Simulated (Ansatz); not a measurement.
## 2 structures of MgZn2: a ranking of polymorphs by energy, step by step

With Ansatz 0.2.0 through its Python package.

Run as a notebook:

In [1]:
```python
import warnings

import ansatz as az
import numpy as np
import spglib
```

In [2]:
```python
PHASES = {
    "P6_3/mmc": (
        [(2.986764, 0.0, 0.0), (-1.493382, 2.586613, 0.0), (0.0, 0.0, 13.526458)],
        [
            ("Mg", (2 / 3, 1 / 3, 0.25)),
            ("Mg", (1 / 3, 2 / 3, 0.75)),
            ("Zn", (1 / 3, 2 / 3, 0.422991)),
            ("Zn", (1 / 3, 2 / 3, 0.077009)),
            ("Zn", (2 / 3, 1 / 3, 0.922991)),
            ("Zn", (2 / 3, 1 / 3, 0.577009)),
        ],
    ),
    "Fd-3m": (
        [(0.0, 3.64205, 3.64205), (3.64205, 0.0, 3.64205), (3.64205, 3.64205, 0.0)],
        [
            ("Mg", (0.75, 0.75, 0.75)),
            ("Mg", (0.5, 0.5, 0.5)),
            ("Zn", (0.125, 0.125, 0.125)),
            ("Zn", (0.625, 0.125, 0.125)),
            ("Zn", (0.125, 0.125, 0.625)),
            ("Zn", (0.125, 0.625, 0.125)),
        ],
    ),
}
```

In [3]:
```python
def build(vectors, sites):
    crystal = az.Crystal(lattice=az.Lattice.of(vectors))
    for symbol, position in sites:
        crystal = crystal.atom(symbol, position)
    return crystal
```

In [4]:
```python
def ground_state(name, crystal):
    calc = (
        crystal.calculation()
        .functional("LDA")
        .basis(520)  # cutoff of the orbital basis
        .kpoints(spacing=0.33)  # sampling of the Brillouin zone
        .occupations("fermi_dirac", width=0.05)
        .stress()  # positive in compression
        .band_table()
    )
    return calc.run(threads=1)
```

In [5]:
```python
def volume_per_atom(outcome):
    return abs(np.linalg.det(outcome.lattice.cell_ang)) / len(outcome.lattice.sites)
```

In [6]:
```python
def pressure_gpa(outcome):
    return float(np.trace(outcome.report["stress_gpa"]) / 3)
```

In [7]:
```python
def space_group(outcome):
    sites = outcome.report["lattice"]["sites"]
    kinds = sorted({site["symbol"] for site in sites})
    cell = (outcome.lattice.cell_ang, [site["position_frac"] for site in sites], [kinds.index(site["symbol"]) for site in sites])
    return spglib.get_spacegroup(cell, symprec=0.01)

warnings.simplefilter("ignore", az.DeckWarning)
```

In [8]:
```python
phases = {name: build(*cell) for name, cell in PHASES.items()}
```

In [9]:
```python
done = {name: ground_state(name, crystal) for name, crystal in phases.items()}
```

In [10]:
```python
energy = {name: o.report["energy_sigma0_ev"] / len(o.lattice.sites) for name, o in done.items()}
lowest = min(energy.values())
rows = [(name, len(o.lattice.sites), 1000 * (energy[name] - lowest), volume_per_atom(o), pressure_gpa(o), space_group(o)) for name, o in done.items()]
rows.sort(key=lambda row: row[2])
print("     phase       atoms  dE (meV/atom)  V (A^3/atom)     P (GPa)  space group")
for row in rows:
    print(f"{str(row[0]):>10}  {row[1]:10d}  {row[2]:13.1f}  {row[3]:12.3f}  {row[4]:10.2f}  {str(row[5]):>11}")
print("order:", " < ".join(row[0] for row in rows))
```
```text
     phase       atoms  dE (meV/atom)  V (A^3/atom)     P (GPa)  space group
     Fd-3m           6            0.0        16.103       -4.33  Fd-3m (227)
  P6_3/mmc           6          173.6        17.417       -5.83  P6_3/mmc (194)
order: Fd-3m < P6_3/mmc
```

By space group at the end of each run: Fd-3m (+0 meV an atom, 16.1 Å³) and P6_3/mmc (+174 meV an atom, 17.4 Å³).

What to keep in mind:
- For the metals among these phases the mesh is modest: differences between phases can be off by up to 40 meV an atom.
- Pressure is positive in compression.
- The cells come from databases of deposited and of computed structures, and not all need be stable phases.
- The ranking holds among these structures alone, at zero temperature; the ground state may be another structure. Differences under about 40 meV an atom lie within the error of mesh and functional.
- It ran for 8.5 s on 1 thread of AMD EPYC 7R43 64-Core Processor (Zen 3), with other jobs on the host, peak memory 0.49 GiB.
